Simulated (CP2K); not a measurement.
# CH5BCl2S (SMILES C[B-]([SH2+])(Cl)Cl): levels of theory compared

Wanted: a comparison of 3 runs (PM3, GFN2-xTB, GFN1-xTB) of CH5BCl2S. 

Program for the calculation: CP2K 2026.2.

2 further runs of the same task are left out: 1 that didn't finish, 1 set aside as unsound or not needed.

## (1) Starting point

The species is CH5BCl2S (10 atoms), meant as a singlet with charge 0. As SMILES, `C[B-]([SH2+])(Cl)Cl`. The shape comes from a force field and isn't a relaxed structure. This is one conformer, not always the lowest.

Bond lengths: C1–B2 1.584 Å, B2–S3 1.825 Å, B2–Cl4 1.856 Å, B2–Cl5 1.852 Å, C1–H6 1.046 Å, C1–H7 1.124 Å, C1–H8 1.143 Å, S3–H9 1.427 Å, S3–H10 1.380 Å. Some angles: C1–B2–S3 107.7°, C1–B2–Cl4 111.9°, C1–B2–Cl5 112.2°, S3–B2–Cl4 107.2°, S3–B2–Cl5 109.4°, Cl4–B2–Cl5 108.3°, B2–C1–H6 113.8°, B2–C1–H7 109.4°, B2–C1–H8 105.9°, B2–S3–H9 111.1°.

## (2) The energy at PM3 (run 1)

Contents of gas.inp:

```
&GLOBAL
    PROJECT gas
    RUN_TYPE ENERGY
    PRINT_LEVEL HIGH
&END GLOBAL

&FORCE_EVAL
    METHOD QUICKSTEP
    &DFT
        &QS
            METHOD PM3
            EPS_DEFAULT 1.0E-10
            &SE
                &COULOMB
                    CUTOFF [angstrom] 50
                    RC_RANGE [angstrom] 0
                &END COULOMB
                &EXCHANGE
                    CUTOFF [angstrom] 50
                    RC_RANGE [angstrom] 0
                &END EXCHANGE
            &END SE
        &END QS
        &POISSON
            PERIODIC NONE
            POISSON_SOLVER ANALYTIC
        &END POISSON
        &SCF
            SCF_GUESS ATOMIC
            EPS_SCF 1.0E-06
            MAX_SCF 40
            &OT
                MINIMIZER DIIS
                PRECONDITIONER FULL_ALL
                LINESEARCH ADAPT
            &END OT
            &OUTER_SCF
                EPS_SCF 1.0E-06
                MAX_SCF 10
            &END OUTER_SCF
        &END SCF
        &PRINT
            &MOMENTS
                PERIODIC F
                REFERENCE COM
                MAX_MOMENT 1
            &END MOMENTS
            &MO_CUBES
                NLUMO 5
                NHOMO -1
                WRITE_CUBE F
            &END MO_CUBES
            &HIRSHFELD OFF
            &END HIRSHFELD
        &END PRINT
    &END DFT
    &SUBSYS
        &CELL
            ABC 20.8 19.5 19.9
            PERIODIC NONE
        &END CELL
        &COORD
            C     -1.194500    -0.447500     0.278900
            B      0.020200     0.178000    -0.522100
            S      1.552100    -0.244700     0.376100
            Cl     0.166800    -0.540200    -2.227700
            Cl    -0.116300     2.018200    -0.674700
            H     -1.161400    -1.490700     0.350600
            H     -1.264500     0.039100     1.289400
            H     -2.137000    -0.133400    -0.286200
            H      1.551300     0.318100     1.687900
            H      2.666400     0.252100    -0.269200
        &END COORD
        &TOPOLOGY
            &CENTER_COORDINATES
            &END CENTER_COORDINATES
        &END TOPOLOGY
    &END SUBSYS
&END FORCE_EVAL
```

Started as:

```sh
$ OMP_NUM_THREADS=1 cp2k.psmp -i gas.inp -o gas.out
```

Standard output:

```text
CP2K| version string:                                       CP2K version 2026.2
[...]
 GLOBAL| Method name                                                        CP2K
[...]
 GLOBAL| Run type                                                         ENERGY
[...]
                             - Atoms:                                         10
[...]
                             - Spherical basis functions:                     25
[...]
 Number of electrons:                                                         32
[...]
     1 OT DIIS     0.15E+00    0.0     0.27538334       -34.7516369842 -3.48E+01
[...]
     8 OT DIIS     0.15E+00    0.0     0.00000047       -39.5620567696 -2.62E-10
  *** SCF run converged in     8 steps ***
  Core-core repulsion energy [eV]:                           2179.88708412049164
  Core Hamiltonian energy [eV]:                             -1605.30447704084440
  Two-electron integral energy [eV]:                        -3302.24183998497529
  Electronic energy [eV]:                                   -3256.42539703333159
  Total energy [eV]:                                        -1076.53831291284041
  Atomic reference energy [eV]:                              1072.53539892371759
  Heat of formation [kcal/mol]:                               -92.30939682679825
[...]
 *** WARNING in qs_scf_post_se.F:661 :: TOT_DENSITY_CUBE  not implemented ***
 *** for Semi-Empirical calculations!                                     ***
 *** WARNING in qs_scf_post_se.F:667 :: E_DENSITY_CUBE not implemented for ***
 *** Semi-Empirical calculations!                                          ***
[...]
 SE_DIPOLE| Moment [Debye]         -4.03731212       1.16833640      -5.00194303
 SE_DIPOLE| Derivative [a.u.]       0.00000000       0.00000000       0.00000000
 *** WARNING in qs_scf_post_se.F:140 :: Printing of MO cube files not ***
 *** implemented for Semi-Empirical method.                           ***
 *** WARNING in qs_scf_post_se.F:154 :: DFT+U not available for ***
 *** Semi-Empirical method.                                     ***
 *** WARNING in qs_scf_post_se.F:161 :: Kinetic energy not available for ***
 *** Semi-Empirical method.                                              ***
 ENERGY| Total FORCE_EVAL ( QS ) energy [hartree]            -39.562056769614081
 *** WARNING in force_env_methods.F:472 :: To print the stress tensor ***
 *** switch on the virial evaluation with the keyword: STRESS_TENSOR  ***
[...]
```

It took 1 s on 1 thread of Arm Neoverse N1, shared host; peak memory 0.14 GiB.

## (3) A single-point energy at GFN2-xTB (run 2)

Contents of job.inp:

```
&FORCE_EVAL
  METHOD Quickstep
  &DFT
    &QS
      METHOD XTB
      EPS_DEFAULT 1.0E-10
      &XTB
        GFN_TYPE TBLITE
        &TBLITE
          METHOD GFN2
        &END TBLITE
        CHECK_ATOMIC_CHARGES F
      &END XTB
    &END QS
    &POISSON
      PERIODIC NONE
      POISSON_SOLVER ANALYTIC
    &END POISSON
    &SCF
      SCF_GUESS ATOMIC
      EPS_SCF 1.0E-07
      MAX_SCF 150
      ADDED_MOS 2
      MAX_DIIS 12
      &DIAGONALIZATION
        ALGORITHM STANDARD
      &END DIAGONALIZATION
      &MIXING
        METHOD DIRECT_P_MIXING
        ALPHA 0.4
      &END MIXING
      &SMEAR ON
        METHOD FERMI_DIRAC
        ELECTRONIC_TEMPERATURE [K] 300
      &END SMEAR
    &END SCF
    &PRINT
      &MOMENTS
        PERIODIC F
        REFERENCE COM
        MAX_MOMENT 1
      &END MOMENTS
      &MO ON
        ENERGIES T
        OCCUPATION_NUMBERS T
        NDIGITS 6
        &EACH
          QS_SCF 0
        &END EACH
        ADD_LAST NUMERIC
      &END MO
      &HIRSHFELD OFF
      &END HIRSHFELD
    &END PRINT
  &END DFT
  &SUBSYS
    &CELL
      ABC 20.8 19.5 19.9
      PERIODIC NONE
    &END CELL
    &COORD
      C      8.940800     9.038750    10.498800
      B     10.155500     9.664250     9.697800
      S     11.687400     9.241550    10.596000
      Cl    10.302100     8.946050     7.992200
      Cl    10.019000    11.504450     9.545200
      H      8.973900     7.995550    10.570500
      H      8.870800     9.525350    11.509300
      H      7.998300     9.352850     9.933700
      H     11.686600     9.804350    11.907800
      H     12.801700     9.738350     9.950700
    &END COORD
  &END SUBSYS
&END FORCE_EVAL

&GLOBAL
  PROJECT job
  RUN_TYPE ENERGY
  PRINT_LEVEL MEDIUM
&END GLOBAL
```

Started as:

```sh
$ OMP_NUM_THREADS=1 cp2k.psmp job.inp > job.out
```

Standard output:

```text
CP2K| version string:                                       CP2K version 2026.2
[...]
 GLOBAL| Method name                                                        CP2K
[...]
 GLOBAL| Run type                                                         ENERGY
[...]
                             - Atoms:                                         10
[...]
                             - Spherical basis functions:                     40
[...]
 Number of electrons:                                                         32
[...]
  *** SCF run converged in    22 steps ***
[...]
  Fermi energy:                                                -0.28584439569564
[...]
 TB_DIPOLE| Moment [Debye]          4.26910019      -1.93371291       5.52255377
 TB_DIPOLE| Derivative [a.u.]       0.00000000       0.00000000       0.00000000
[...]
 ENERGY| Total FORCE_EVAL ( QS ) energy [hartree]            -18.285342331414590
[...]
```

Run time: 0.5 s. Hardware: 1 thread of Arm Neoverse N1, shared host; peak memory 0.14 GiB.

## (4) The energy at GFN1-xTB (run 3)

Contents of run.inp:

```
&GLOBAL
   PROJECT_NAME run
   RUN_TYPE ENERGY
   PRINT_LEVEL MEDIUM
&END GLOBAL

&FORCE_EVAL
   METHOD QUICKSTEP
   &DFT
      CHARGE 0
      MULTIPLICITY 1
      &QS
         METHOD XTB
         EPS_DEFAULT 1.0E-10
         &XTB
            GFN_TYPE 1
            CHECK_ATOMIC_CHARGES F
         &END XTB
      &END QS
      &POISSON
         PERIODIC NONE
         POISSON_SOLVER ANALYTIC
      &END POISSON
      # self-consistent field
      &SCF
         SCF_GUESS ATOMIC
         EPS_SCF 1.0E-06
         MAX_SCF 80
         ADDED_MOS 4
         &DIAGONALIZATION
            ALGORITHM STANDARD
         &END DIAGONALIZATION
         &MIXING
            METHOD DIRECT_P_MIXING
            ALPHA 0.4
         &END MIXING
         &SMEAR ON
            METHOD FERMI_DIRAC
            ELECTRONIC_TEMPERATURE [K] 300
         &END SMEAR
      &END SCF
      # extra output
      &PRINT
         &MOMENTS
            PERIODIC F
            REFERENCE COM
            MAX_MOMENT 1
         &END MOMENTS
         &MO ON
            ENERGIES T
            OCCUPATION_NUMBERS T
            NDIGITS 6
            &EACH
               QS_SCF 0
            &END EACH
            ADD_LAST NUMERIC
         &END MO
         &HIRSHFELD OFF
         &END HIRSHFELD
      &END PRINT
   &END DFT
   &SUBSYS
      &CELL
         ABC [angstrom] 16.8 15.5 15.9
         PERIODIC NONE
      &END CELL
      &COORD
         C     -1.194500    -0.447500     0.278900
         B      0.020200     0.178000    -0.522100
         S      1.552100    -0.244700     0.376100
         Cl     0.166800    -0.540200    -2.227700
         Cl    -0.116300     2.018200    -0.674700
         H     -1.161400    -1.490700     0.350600
         H     -1.264500     0.039100     1.289400
         H     -2.137000    -0.133400    -0.286200
         H      1.551300     0.318100     1.687900
         H      2.666400     0.252100    -0.269200
      &END COORD
      &TOPOLOGY
         &CENTER_COORDINATES
         &END CENTER_COORDINATES
      &END TOPOLOGY
   &END SUBSYS
&END FORCE_EVAL
```

Started as:

```sh
$ OMP_NUM_THREADS=1 cp2k.psmp run.inp > run.out
```

Standard output:

```text
CP2K| version string:                                       CP2K version 2026.2
[...]
 GLOBAL| Method name                                                        CP2K
[...]
 GLOBAL| Run type                                                         ENERGY
[...]
                             - Atoms:                                         10
[...]
                             - Spherical basis functions:                     45
[...]
 Number of electrons:                                                         32
[...]
     1 P_Mix/Diag. 0.40E+00    0.0     0.27238998       -18.4601834677 -1.85E+01
[...]
    12 DIIS/Diag.  0.56E-06    0.0     0.00000046       -18.4853828560 -1.28E-12
  *** SCF run converged in    12 steps ***
[...]
  Fermi energy:                                                -0.28833491113010
[...]
 TB_DIPOLE| Moment [Debye]          4.05814536      -1.65159304       4.74918048
 TB_DIPOLE| Derivative [a.u.]       0.00000000       0.00000000       0.00000000
[...]
 ENERGY| Total FORCE_EVAL ( QS ) energy [hartree]            -18.485382855988032
[...]
```

Run time: 0.54 s. Hardware: 1 thread of Arm Neoverse N1, shared host; peak memory 0.15 GiB.

## (5) Overview of the runs

| run | level | SCF convergence threshold | iteration cap | energy (Eh) | dipole moment (D) | wall time |
| --- | --- | --- | --- | --- | --- | --- |
| 1 | PM3 | 1e-06 | 40 | -39.562057 | 6.53 | 1 s |
| 2 | GFN2-xTB | 1e-07 | 150 | -18.285342 | 7.24 | 0.5 s |
| 3 | GFN1-xTB | 1e-06 | 80 | -18.485383 | 6.46 | 0.54 s |

## (6) Results

```
                                        quantity          value
                             run 3: total energy   -18.48538 Eh
run 3: dipole moment (from atomic charges alone)         6.46 D
                              run 3: HOMO energy      -12.00 eV
                              run 3: LUMO energy       -6.97 eV
                            run 3: HOMO–LUMO gap        5.03 eV
                        run 3: dispersion energy  -12.59 kJ/mol
```

The dipole moment (its size) runs from 6.46 D (GFN1-xTB) to 7.24 D (GFN2-xTB). Some of these are taken from atomic charges alone. Force-field and semi-empirical energies have zeros of their own, so their totals don't compare. All runs together took 2 s, the longest 1 s.
